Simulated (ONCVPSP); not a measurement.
**Pseudopotential generation for gadolinium: ONCV, PW91**

Do these settings give a usable potential? It is generated, then checked for transferability, scattering, ghosts and hardness.

Program: ONCVPSP 4.0.1. Reference atom: PW91, scalar-relativistic, spherical and spin-unpolarised. All values are calculated.

**1. Settings**

Typed settings, in words:

| Property | Result |
| --- | --- |
| element | gadolinium (Gd, Z = 64) |
| type | optimised norm-conserving Vanderbilt (ONCV) |
| frozen core | [Kr] 4d10 |
| valence charge | 18 |
| reference configuration | 4f7 5s2 5p6 5d1 6s2 |
| partial waves | 5s+6s: rc 1.90 bohr, ncon 4, nbas 7, qcut 6.4 1/bohr, 2 projectors; 5p: rc 1.50 bohr, ncon 5, nbas 10, qcut 6 1/bohr, 2 projectors, debl 3.5 Ha; 5d: rc 2.65 bohr, ncon 4, nbas 9, qcut 5.3 1/bohr, 2 projectors, debl 1.1 Ha; 4f: rc 1.05 bohr, ncon 5, nbas 9, qcut 18.5 1/bohr, local |
| local potential | the f channel |
| core correction | polynomial model core, fcfact 0.3 |

An earlier all-electron run gives the scale for the radii.

All-electron outer shells of the reference configuration (PW91, scalar-relativistic, ld1.x):

```json
{"shell": "4d", "level (eV)": "-147.76", "outermost node (bohr)": "0.27", "outermost maximum (bohr)": "0.56"}
{"shell": "5s", "level (eV)": "-49.79", "outermost node (bohr)": "0.65", "outermost maximum (bohr)": "1.20"}
{"shell": "5p", "level (eV)": "-27.30", "outermost node (bohr)": "0.70", "outermost maximum (bohr)": "1.35"}
{"shell": "4f", "level (eV)": "-8.75", "outermost node (bohr)": "–", "outermost maximum (bohr)": "0.56"}
{"shell": "6s", "level (eV)": "-4.17", "outermost node (bohr)": "1.60", "outermost maximum (bohr)": "3.37"}
{"shell": "5d", "level (eV)": "-2.58", "outermost node (bohr)": "0.79", "outermost maximum (bohr)": "1.97"}
{"shell": "6p", "level (eV)": "-1.37", "outermost node (bohr)": "1.93", "outermost maximum (bohr)": "4.55"}
```

**2. Generation**

Input file Gd.dat:

```
# ATOM AND REFERENCE CONFIGURATION
# atsym  z   nc   nv     iexc    psfile
  Gd 64.00    9    5  -109134      upf
#
#   n    l    f
    1    0    2.00
    2    0    2.00
    2    1    6.00
    3    0    2.00
    3    1    6.00
    3    2   10.00
    4    0    2.00
    4    1    6.00
    4    2   10.00
    4    3    7.00
    5    0    2.00
    5    1    6.00
    5    2    1.00
    6    0    2.00
#
# PSEUDOPOTENTIAL AND OPTIMIZATION
# lmax
    3
#
#   l,   rc,      ep,       ncon, nbas, qcut
    0    1.90    0.00    4    7    6.40
    1    1.50    0.00    5   10    6.00
    2    2.65    0.00    4    9    5.30
    3    1.05    0.00    5    9   18.50
#
# LOCAL POTENTIAL
# lloc, lpopt,  rc(5),   dvloc0
    3    5    1.05    0.00
#
# VANDERBILT-KLEINMAN-BYLANDER PROJECTORs
# l, nproj, debl
    0    2    4.00
    1    2    3.50
    2    2    1.10
    3    0    1.30
#
# MODEL CORE CHARGE
# icmod, fcfact, rcfact
    1    0.30    0.00
#
# LOG DERIVATIVE ANALYSIS
# epsh1, epsh2, depsh
   -3.00    5.00    0.02
#
# OUTPUT GRID
# rlmax, drl
    6.00    0.01
#
# TEST CONFIGURATIONS
# ncnf
    4
# nvcnf
#   n    l    f
    5
    4    3    7.00
    5    0    2.00
    5    1    6.00
    5    2    1.00
    6    0    1.00
#
    5
    4    3    7.00
    5    0    2.00
    5    1    6.00
    5    2    1.00
    6    0    0.00
#
    5
    4    3    7.00
    5    0    2.00
    5    1    6.00
    5    2    0.00
    6    0    0.00
#
    5
    4    3    7.00
    5    0    2.00
    5    1    5.00
    5    2    1.00
    6    0    2.00
#
```

Run with:

```bash
$ oncvpsp.x < Gd.dat > Gd.out
```

Before running it: what results should come out? Wanted: cutoffs for 1 and 0.1 mHa per electron, occupied waves; bound ghosts; GHOST(+) flags; largest test error; largest phase difference near zero energy, channels read; rms error of d²Exc/dn², without and with the model core.

**Answer**, as computed:

| quantity | value |
| --- | --- |
| cutoffs for 1 and 0.1 mHa per electron, occupied waves | 137 Ha and 151 Ha |
| bound ghosts | s at -893.44 eV, p at -329.28 eV, d at -82.58 eV |
| GHOST(+) flags | s at 87 eV |
| largest test error (AE − PS) | -38 meV, for 4f7 5s2 5p5 5d1 6s2 (1 test unsolved) |
| largest phase difference near zero energy, channels read | 0.004 rad |
| rms error of d²Exc/dn², without and with the model core | 6.55 and 1.66 mHa |

It has a bound ghost (s, p, d), a state that the atom doesn't have, and that rules the file out. The worst unpolarised test, 4f7 5s2 5p5 5d1 6s2, is off by 38 meV on 32.4 eV; by total energies transferability rates as fair where solved. Of the tests 1 gave no usable energy difference, which is a warning in itself. By its cutoff, 137 Ha for the looser tolerance, it is very hard. At the looser tolerance the 4f wave is the slowest; 5p needs 21 Ha. Near zero energy the phases of the channels with partial waves agree within 0.004 rad. The program also flags highly localised states, GHOST(+) (s). All of this concerns the isolated atom, not yet a solid.
